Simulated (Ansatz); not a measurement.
# TiO2: the cost of one run

Computed with Ansatz 0.2.0 (DFT PBE+U, scalar-relativistic, plane waves, PAW, unless a step's input says otherwise).

**1. The structure to begin with**

Symmetry: I4_1/amd, No. 141, tetragonal system. The conventional cell has a = 3.818 Å, b = 3.818 Å, c = 9.777 Å, α = 90.00°, β = 90.00°, γ = 90.00°. Around Ti (site symmetry -4m2) lie 6 O at 1.96 to 2.01 Å. O (site symmetry 2mm) is surrounded by 3 Ti at 1.96 to 2.01 Å.

Coordinates:

```cif
data_structure
_symmetry_space_group_name_H-M 'P 1'
_symmetry_Int_Tables_number 1
_cell_length_a 5.5843
_cell_length_b 5.5843
_cell_length_c 5.5843
_cell_angle_alpha 140.022
_cell_angle_beta 140.022
_cell_angle_gamma 57.820
_cell_volume 71.25
loop_
_atom_site_label
_atom_site_type_symbol
_atom_site_fract_x
_atom_site_fract_y
_atom_site_fract_z
_atom_site_occupancy
Ti1 Ti 0.00000 0.00000 0.00000 1
Ti2 Ti 0.75000 0.25000 0.50000 1
O1 O 0.20528 0.20528 0.00000 1
O2 O 0.95528 0.45528 0.50000 1
O3 O 0.54472 0.04472 0.50000 1
O4 O 0.79472 0.79472 0.00000 1
```

This cell was relaxed beforehand with the same method: volume 11.88 Å³/atom, gap on the mesh 2.65 eV.

**2. The reference: the undisturbed cell on the scan's mesh**

Input file input.yaml:

```yaml
crystal:
  lattice:
    - [-1.9089353641, 1.9089353641, 4.8883612609]
    - [1.9089353641, -1.9089353641, 4.8883612609]
    - [1.9089353641, 1.9089353641, -4.8883612609]
  atoms:
    - { symbol: Ti, position: [0.0, 0.0, 0.0] }
    - { symbol: Ti, position: [0.75, 0.25, 0.5] }
    - { symbol: O, position: [0.2052765759, 0.2052765759, 0.0] }
    - { symbol: O, position: [0.9552765759, 0.4552765759, 0.5] }
    - { symbol: O, position: [0.5447234241, 0.0447234241, 0.5] }
    - { symbol: O, position: [0.7947234241, 0.7947234241, 0.0] }
basis:
  ecutwfc: 420
kpoints:
  mp_grid: { grid: [10, 10, 10] }
hamiltonian:
  xc: pbe
  hubbard: { sites: [{ species: Ti, l: d, u_eff: 4.0 }] }
scf:
  occupations: { method: gaussian, width: 0.05 }
output:
  forces: true
  stress: true
  eigenvalues: true
```

Started as:

```
$ ansatz run input.yaml --threads 1 --pin off --max-ram 2560MiB --backend cpu --events-out ev --progress --plain --runs-dir out
```

What time and memory should one allow on 1 thread of Arm Neoverse V2, shared host?

About 15 s, with a peak of 0.59 GiB.
